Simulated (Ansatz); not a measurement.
# CH2OSe, SMILES OC=[Se]: an active-space calculation

Computed with Ansatz 0.2.0 through its Python package.

Notebook, run cell by cell (the value of a cell's last expression is shown):

In [1]:
```python
import ansatz
```

In [2]:
```python
geometry_ang = [
    ("O", (-0.4931, -0.8444, -0.0241)),
    ("C", (0.2669, 0.3217, 0.0407)),
    ("Se", (1.6418, -0.0382, 0.9469)),
    ("H", (-1.3427, -0.7532, -0.5474)),
    ("H", (-0.0231, 1.2404, -0.4575)),
]
mol = ansatz.Crystal.molecule()
for symbol, xyz in geometry_ang:
    mol = mol.atom(symbol, xyz)
```

In [3]:
```python
base = (
    mol.calculation()
    .basis(gaussian="def2-SVP")  # atom-centred Gaussian functions
    .correlation(active_electrons=4, active_orbitals=4)  # correlation on top of the mean field
)
for method in ["sc_nevpt2"]:
    rep = (base if method is None else base.correlation(method)).run(threads=1).report
    space = rep["configurations"]
    state = space["states"][0]
    print(method or "casscf", f"total {rep['free_energy_ev'] / 27.211386246:.6f} Ha, active-space state {state['energy']['hartree']:.6f} Ha, mean field {rep['reference_energy_ev'] / 27.211386246:.6f} Ha")
    print("  determinants", state["n_determinants"], " natural occupations", [round(n, 3) for n in space["natural_occupations"]])
```
```text
sc_nevpt2 total -2513.840241 Ha, active-space state -2513.340426 Ha, mean field -2513.288327 Ha
  determinants 36  natural occupations [1.973, 1.917, 0.084, 0.026]
```

Caveats:
- Total energies depend on the basis set; only differences at equal settings carry meaning.
- The geometry is a force-field or estimated start, not a minimum of this method, and the basis set is short of its limit. The active space starts as a window about the frontier orbitals and is then optimised, not chosen by chemistry.
- Finished in 2.7 s on 1 thread of Arm Neoverse V2 (shared host), peak memory 0.2 GiB.
